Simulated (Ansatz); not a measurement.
**C₂F₂N₂O₂Si: up Jacob's ladder to CCSD(T)**

One table from this session's results is given with a row withheld; the runs are named, their logs left out.

Method: functionals in def2-TZVPP, the program's frozen cores in correlated methods; program: Ansatz 0.2.0, Gaussian basis.

Plan: LDA (SPW92), PBE-D4, revPBE-D4, BLYP-D4, r2SCAN-D4, B97M-V, PBE0-D4, B3LYP-D4, r2SCANh-D4, r2SCAN0-D4, HSE06-D4, BHLYP-D4, CAM-B3LYP-D4, LC-ωPBE, ωB97X-V, ωB97M-V, B2PLYP, PBE-QIDH; CCSD(T)/def2-SVP; MP2/def2-TZVPP; MP2/def2-QZVPP; RPA on PBE.

**The geometry**

The geometry comes from an earlier relaxation with PBE0-D4 in a triple-zeta def2 set; it is a stationary point, not always the lowest conformer.

SMILES `O=C=N[Si](F)(F)N=C=O`, 9 atoms, charge 0, spin multiplicity 1.

Atoms are counted from 1 here; the program's logs count them from 0.

Bond lengths: O1–C2 1.158 Å, C2–N3 1.197 Å, N3–Si4 1.670 Å, Si4–F5 1.572 Å, Si4–F6 1.572 Å, Si4–N7 1.670 Å, N7–C8 1.197 Å, C8–O9 1.158 Å. Angles: O1–C2–N3 177.9°, C2–N3–Si4 161.3°, N3–Si4–F5 109.9°, N3–Si4–F6 109.9°, N3–Si4–N7 109.7°, F5–Si4–F6 107.4°, F5–Si4–N7 109.9°, F6–Si4–N7 109.9°, Si4–N7–C8 161.3°, N7–C8–O9 177.9°.

Geometry (Å):

```csv
atom,x (Å),y (Å),z (Å)
O1,-3.6036,-0.5927,-0.8066
C2,-2.4971,-0.3506,-0.5654
N3,-1.3474,-0.1432,-0.3062
Si4,0.1063,0.6489,-0.0835
F5,0.5401,1.3577,-1.4178
F6,-0.0550,1.7652,1.0112
N7,1.2784,-0.4442,0.3873
C8,2.3325,-0.9025,0.7199
O9,3.3343,-1.3849,1.0440
```

The first run:

in.yaml reads:

```yaml
crystal:
  periodic: [false, false, false]
  atoms:
    - {symbol: O, position_ang: [-3.603633, -0.592665, -0.806637]}
    - {symbol: C, position_ang: [-2.497078, -0.350565, -0.565409]}
    - {symbol: N, position_ang: [-1.347423, -0.143200, -0.306165]}
    - {symbol: Si, position_ang: [0.106304, 0.648922, -0.083502]}
    - {symbol: F, position_ang: [0.540101, 1.357722, -1.417776]}
    - {symbol: F, position_ang: [-0.055024, 1.765236, 1.011232]}
    - {symbol: N, position_ang: [1.278386, -0.444211, 0.387305]}
    - {symbol: C, position_ang: [2.332541, -0.902548, 0.719880]}
    - {symbol: O, position_ang: [3.334327, -1.384891, 1.043971]}
basis:
  gaussian: {orbitals: def2-TZVPP}
hamiltonian: {xc: lda}
output: {orbitals: {seedname: orbitals}}
```

On the command line:

```console
> ansatz run in.yaml --threads 4 --pin off --events-out ev --progress --plain --max-ram 11315MiB
```

Among the steps run: LDA; PBE-D4 (GGA); revPBE-D4 (GGA); BLYP-D4 (GGA); r2SCAN-D4 (meta-GGA); B97M-V (meta-GGA); B3LYP-D4 (hybrid); r2SCANh-D4 (hybrid); r2SCAN0-D4 (hybrid); HSE06-D4 (hybrid); BHLYP-D4 (hybrid); CAM-B3LYP-D4 (range-separated); LC-ωPBE (range-separated); ωB97X-V (range-separated); ωB97M-V (range-separated); B2PLYP (double hybrid); PBE-QIDH (double hybrid).

One table of the session follows, with a row left open; its other results are not shown here.

It belongs to the step «Orbital energies across the functionals». 

| functional | HOMO (eV) | gap (eV) |
| --- | --- | --- |
| LDA (SPW92) | -8.32 | 6.58 |
| PBE-D4 | -8.07 | 6.68 |
| revPBE-D4 | -7.98 | 6.73 |
| BLYP-D4 | -7.92 | 6.68 |
| r2SCAN-D4 | -8.41 | 7.33 |
| B97M-V | -8.42 | 7.51 |
| PBE0-D4 | -9.55 | 9.14 |
| B3LYP-D4 | -9.28 | 8.63 |
| r2SCANh-D4 | -8.96 | 8.23 |
| r2SCAN0-D4 | -9.79 | 9.58 |
| HSE06-D4 | -9.14 | 8.36 |
| BHLYP-D4 | ? | ? |
| CAM-B3LYP-D4 | -10.91 | 11.63 |
| LC-ωPBE | -12.23 | 14.17 |
| ωB97X-V | -11.86 | 13.75 |
| ωB97M-V | -11.77 | 13.55 |

Q: Estimate the row for BHLYP-D4 from the others.

Worked estimate for «HOMO (eV)». Against the share of exact exchange, BLYP-D4 (0, -7.92), B3LYP-D4 (0.2, -9.28) give a slope of -6.80 per unit share; at 0.5 the line stands at -11.32.

The run gave: HOMO (eV): -10.91; gap (eV): 11.62. In «HOMO (eV)» the line misses by -0.41.
